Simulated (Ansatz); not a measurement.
# SiGe6: the cost of one run

Method: DFT PBE, scalar-relativistic, plane waves, PAW, unless a step names another level, in Ansatz 0.2.0.

1 further run of the same task is left out (it didn't finish). Runs told in other sessions of the task aren't counted.

## 1. The starting structure

It takes space group R-3 (No. 148, trigonal). Conventional cell: a = 10.691 Å, b = 10.691 Å, c = 9.888 Å, α = 90.00°, β = 90.00°, γ = 120.00°. Around Si (site symmetry 3) lie 1 Si at 2.38 Å and 3 Ge at 2.44 Å. Ge (site symmetry 1) has 4 Ge at 2.48 to 2.49 Å in its first shell of neighbours. Around Ge (site symmetry 1) lie 1 Si at 2.44 Å and 3 Ge at 2.49 Å.

Coordinates:

```
Si Ge
1.0
     5.34535    3.08614    3.29609
    -5.34535    3.08614    3.29609
     0.00000   -6.17228    3.29609
Si Ge
2 12
Direct
  0.12026 0.12026 0.12026
  0.87974 0.87974 0.87974
  0.59216 0.73300 0.30535
  0.84216 0.98241 0.56136
  0.40784 0.26700 0.69465
  0.15784 0.01759 0.43864
  0.69465 0.40784 0.26700
  0.43864 0.15784 0.01759
  0.30535 0.59216 0.73300
  0.56136 0.84216 0.98241
  0.73300 0.30535 0.59216
  0.98241 0.56136 0.84216
  0.26700 0.69465 0.40784
  0.01759 0.43864 0.15784
```

It came out lowest among 22 distinct ends of the trial cells. At a tolerance of 0.02 Å it has space group R-3 (No. 148).

## 2. Kick test: the unmoved cell on a coarse mesh

input.yaml

```yaml
crystal:
  lattice:
    - [5.3453473691, 3.0861377425, 3.2960891054]
    - [-5.3453473691, 3.0861377425, 3.2960891054]
    - [0.0, -6.1722754849, 3.2960891054]
  atoms:
    - { symbol: Si, position: [0.1202589012, 0.1202589012, 0.1202589012] }
    - { symbol: Si, position: [0.8797410988, 0.8797410988, 0.8797410988] }
    - { symbol: Ge, position: [0.5921642704, 0.7329971264, 0.305349799] }
    - { symbol: Ge, position: [0.8421564957, 0.9824139244, 0.5613595396] }
    - { symbol: Ge, position: [0.4078357296, 0.2670028736, 0.694650201] }
    - { symbol: Ge, position: [0.1578435043, 0.0175860756, 0.4386404604] }
    - { symbol: Ge, position: [0.694650201, 0.4078357296, 0.2670028736] }
    - { symbol: Ge, position: [0.4386404604, 0.1578435043, 0.0175860756] }
    - { symbol: Ge, position: [0.305349799, 0.5921642704, 0.7329971264] }
    - { symbol: Ge, position: [0.5613595396, 0.8421564957, 0.9824139244] }
    - { symbol: Ge, position: [0.7329971264, 0.305349799, 0.5921642704] }
    - { symbol: Ge, position: [0.9824139244, 0.5613595396, 0.8421564957] }
    - { symbol: Ge, position: [0.2670028736, 0.694650201, 0.4078357296] }
    - { symbol: Ge, position: [0.0175860756, 0.4386404604, 0.1578435043] }
basis:
  ecutwfc: 420
kpoints:
  mp_grid: { grid: [3, 3, 3] }
hamiltonian:
  xc: pbe
scf:
  occupations: { method: gaussian, width: 0.2 }
  lower_state_search: "off"
output:
  forces: true
  stress: true
  eigenvalues: true
```

On the command line:

```
ansatz run input.yaml --threads 1 --pin off --max-ram 2560MiB --backend cpu --events-out ev --progress --plain --runs-dir out
```

Q: Estimate wall time and peak memory on 1 thread of Arm Neoverse V2, shared host.

About 14 s, with a peak of 0.59 GiB.
